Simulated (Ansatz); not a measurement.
# K2Ca3Si3O10: the cost of one run

Method: DFT, PBE, plane-wave PAW, default files, scalar-relativistic, as far as a step names no other, in Ansatz 0.2.0.

## (1) Starting point

Symmetry: C2/c, No. 15, monoclinic system. Conventional cell: a = 10.448 Å, b = 10.760 Å, c = 9.929 Å, α = 90.00°, β = 117.80°, γ = 90.00°. K (site symmetry 1) has 10 O at 2.74 to 3.33 Å and 2 Si at 3.29 to 3.31 Å as nearest neighbours. Around Ca (site symmetry 2) lie 6 O at 2.36 to 2.41 Å. Around Ca (site symmetry 1) lie 7 O at 2.27 to 2.81 Å. Si (site symmetry 1) has 4 O at 1.63 to 1.69 Å as nearest neighbours. Si (site symmetry 2) has 4 O at 1.61 to 1.67 Å as nearest neighbours. O (site symmetry 1) is surrounded by 1 Si at 1.63 Å and 1 Ca at 2.36 Å. O (site symmetry 1) is surrounded by 2 Si at 1.67 to 1.69 Å. Around O (site symmetry 1) lie 1 Si at 1.66 Å and 1 Ca at 2.38 Å. Only part of the 10 independent sites is listed.

Coordinates:

```cif
data_structure
_symmetry_space_group_name_H-M 'P 1'
_symmetry_Int_Tables_number 1
_cell_length_a 7.4989
_cell_length_b 7.4989
_cell_length_c 9.9287
_cell_angle_alpha 108.958
_cell_angle_beta 108.958
_cell_angle_gamma 91.682
_cell_volume 493.68
loop_
_atom_site_label
_atom_site_type_symbol
_atom_site_fract_x
_atom_site_fract_y
_atom_site_fract_z
_atom_site_occupancy
K1 K 0.76927 0.52645 0.51102 1
K2 K 0.47355 0.23073 0.98898 1
K3 K 0.23073 0.47355 0.48898 1
K4 K 0.52645 0.76927 0.01102 1
Ca1 Ca 0.63031 0.36969 0.75000 1
Ca2 Ca 0.36969 0.63031 0.25000 1
Ca3 Ca 0.77830 0.01609 0.52208 1
Ca4 Ca 0.98391 0.22170 0.97792 1
Ca5 Ca 0.22170 0.98391 0.47792 1
Ca6 Ca 0.01609 0.77830 0.02208 1
Si1 Si 0.42409 0.14752 0.29245 1
Si2 Si 0.85247 0.57591 0.20755 1
Si3 Si 0.57591 0.85247 0.70755 1
Si4 Si 0.14752 0.42409 0.79245 1
Si5 Si 0.84070 0.15930 0.25000 1
Si6 Si 0.15930 0.84070 0.75000 1
O1 O 0.31032 0.31981 0.73335 1
O2 O 0.68019 0.68968 0.76665 1
O3 O 0.68968 0.68019 0.26665 1
O4 O 0.31981 0.31032 0.23336 1
O5 O 0.88014 0.38503 0.26305 1
O6 O 0.61497 0.11986 0.23695 1
O7 O 0.11986 0.61497 0.73695 1
O8 O 0.38503 0.88014 0.76305 1
O9 O 0.50628 0.21292 0.48091 1
O10 O 0.78708 0.49372 0.01910 1
O11 O 0.49372 0.78708 0.51909 1
O12 O 0.21292 0.50628 0.98091 1
O13 O 0.93384 0.30376 0.72710 1
O14 O 0.69624 0.06616 0.77290 1
O15 O 0.06616 0.69624 0.27290 1
O16 O 0.30376 0.93384 0.22710 1
O17 O 0.86055 0.02823 0.09237 1
O18 O 0.97177 0.13945 0.40763 1
O19 O 0.13945 0.97177 0.90763 1
O20 O 0.02823 0.86055 0.59237 1
```

## (2) First run, atoms as given

The input, input.yaml:

```yaml
crystal:
  lattice:
    - [5.224106, -5.379761, 0.0]
    - [5.224106, 5.379761, 0.0]
    - [-4.630228, 0.0, 8.782946]
  atoms:
    - { symbol: K, position: [0.769267, 0.526451, 0.511023] }
    - { symbol: K, position: [0.473549, 0.230733, 0.988977] }
    - { symbol: K, position: [0.230733, 0.473549, 0.488977] }
    - { symbol: K, position: [0.526451, 0.769267, 0.011023] }
    - { symbol: Ca, position: [0.630311, 0.369689, 0.75] }
    - { symbol: Ca, position: [0.369689, 0.630311, 0.25] }
    - { symbol: Ca, position: [0.778296, 0.016091, 0.522082] }
    - { symbol: Ca, position: [0.983909, 0.221704, 0.977918] }
    - { symbol: Ca, position: [0.221704, 0.983909, 0.477918] }
    - { symbol: Ca, position: [0.016091, 0.778296, 0.022082] }
    - { symbol: Si, position: [0.424092, 0.147525, 0.292447] }
    - { symbol: Si, position: [0.852475, 0.575908, 0.207553] }
    - { symbol: Si, position: [0.575908, 0.852475, 0.707553] }
    - { symbol: Si, position: [0.147525, 0.424092, 0.792447] }
    - { symbol: Si, position: [0.840698, 0.159302, 0.25] }
    - { symbol: Si, position: [0.159302, 0.840698, 0.75] }
    - { symbol: O, position: [0.310315, 0.319811, 0.733355] }
    - { symbol: O, position: [0.680189, 0.689685, 0.766645] }
    - { symbol: O, position: [0.689685, 0.680189, 0.266645] }
    - { symbol: O, position: [0.319811, 0.310315, 0.233355] }
    - { symbol: O, position: [0.880142, 0.38503, 0.263046] }
    - { symbol: O, position: [0.61497, 0.119858, 0.236954] }
    - { symbol: O, position: [0.119858, 0.61497, 0.736954] }
    - { symbol: O, position: [0.38503, 0.880142, 0.763046] }
    - { symbol: O, position: [0.506281, 0.212918, 0.480905] }
    - { symbol: O, position: [0.787082, 0.493719, 0.019095] }
    - { symbol: O, position: [0.493719, 0.787082, 0.519095] }
    - { symbol: O, position: [0.212918, 0.506281, 0.980905] }
    - { symbol: O, position: [0.933844, 0.303759, 0.727099] }
    - { symbol: O, position: [0.696241, 0.066156, 0.772901] }
    - { symbol: O, position: [0.066156, 0.696241, 0.272901] }
    - { symbol: O, position: [0.303759, 0.933844, 0.227099] }
    - { symbol: O, position: [0.860552, 0.02823, 0.092369] }
    - { symbol: O, position: [0.97177, 0.139448, 0.407631] }
    - { symbol: O, position: [0.139448, 0.97177, 0.907631] }
    - { symbol: O, position: [0.02823, 0.860552, 0.592369] }
kpoints:
  mp_grid: { grid: [3, 3, 3] }
scf:
  occupations: { method: fermi_dirac, width: 0.02 }
hamiltonian:
  xc: pbe
  pseudopotentials: { kind: paw }
output:
  forces: true
  stress: true
  populations: true
  efg:
    quadrupole_moments_barn: { K: 0.0603, Ca: -0.0408, O: -0.02558 }
    contact_densities: true
```

Launch:

```
$ ansatz run input.yaml --threads 1 --pin off --max-ram 3072MiB --backend cpu --events-out ev --progress --plain --runs-dir out
```

What time and memory should one allow on 1 thread of Intel Xeon at 2.70GHz, shared host?

About 63 s, with a peak of 1.2 GiB.
